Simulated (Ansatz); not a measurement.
## Ru: single point with PBE

Ru, a slab with vacuum:

```
Ru
1.0
     2.70580    0.00000    0.00000
    -1.35290    2.34329    0.00000
     0.00000    0.00000   23.56380
Ru
5
Direct
  0.33333 0.66667 0.31828
  0.66667 0.33333 0.40914
  0.33333 0.66667 0.50000
  0.66667 0.33333 0.59086
  0.33333 0.66667 0.68172
```

The cell isn't the ideal one: the (0 0 1) slab of Ru, cut from the database cell, not relaxed.

- Program: Ansatz 0.2.0
- Task: single point
- Functional: PBE
- Potentials or basis: Ansatz PAW
- Cutoff: 420 eV (not typed: the program's choice for these potentials)
- k mesh: 11 × 11 × 1
- Occupations: fermi-dirac, width 0.05 eV
- Spin: no spin polarisation
- Boundary along the surface normal: dipole_correction
- Miller: [0, 0, 1]
- Bulk formula: Ru

```json
{"Largest force": "0.748 eV/Å", "Band gap on the k mesh": "none (metal or under the smearing width)", "Work function of the upper face": "5.06 eV", "Work function of the lower face": "5.06 eV", "Dipole across the slab": "0.000 e·Å"}
```

Forces on the atoms (eV/Å):
```
Ru   0.000  0.000  0.544
Ru   0.000  0.000 -0.748
Ru   0.000  0.000  0.000
Ru   0.000  0.000  0.748
Ru   0.000  0.000 -0.544
```

Levels at points of the mesh, in eV from the Fermi level:
| k point | band 38 | band 39 | band 40 | band 41 | band 42 | band 43 |
| --- | --- | --- | --- | --- | --- | --- |
| (0.00, 0.00, 0.00) | -1.85 | -1.20 | -0.94 | -0.94 | -0.15 | -0.15 |

Run time: 5.4 s on 4 threads of AMD EPYC 7R43 64-Core Processor (Zen 3) (shared host), peak memory 0.49 GiB.
